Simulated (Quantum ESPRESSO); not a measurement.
**MoPt in Quantum ESPRESSO: the effect of functional**

MoPt, a sheet with vacuum:

```
Mo Pt
1.0
     3.55130    0.00000    0.00000
     0.00000    3.55130    0.00000
     0.00000    0.00000   23.80000
Mo Pt
1 1
Direct
  0.50000 0.50000 0.29412
  0.00000 0.00000 0.29412
```

The cell was built by a generator and needn't be a form met in nature.

Alike in all runs:

| Property | Result |
| --- | --- |
| Program | Quantum ESPRESSO 7.5 |
| Task | work function |
| Potentials or basis | SG15 PBE 1.2 |
| Cutoff | 952 eV |
| Density cutoff | 3810 eV |
| k mesh | 8 × 8 × 1 |
| Occupations | fermi-dirac, width 0.05 eV |
| Spin | no spin polarisation |

**Question.** One run gave: work function 5.38 eV. Which functional did it use?
A. PBEsol
B. RPBE
C. AM05
D. WC
E. LDA

**Answer.** E.

```csv
functional,work function (eV)
LDA,5.38
PBEsol,5.14
PBE,5.01
RPBE,4.84
revPBE,4.87
AM05,5.01
WC,5.13
```
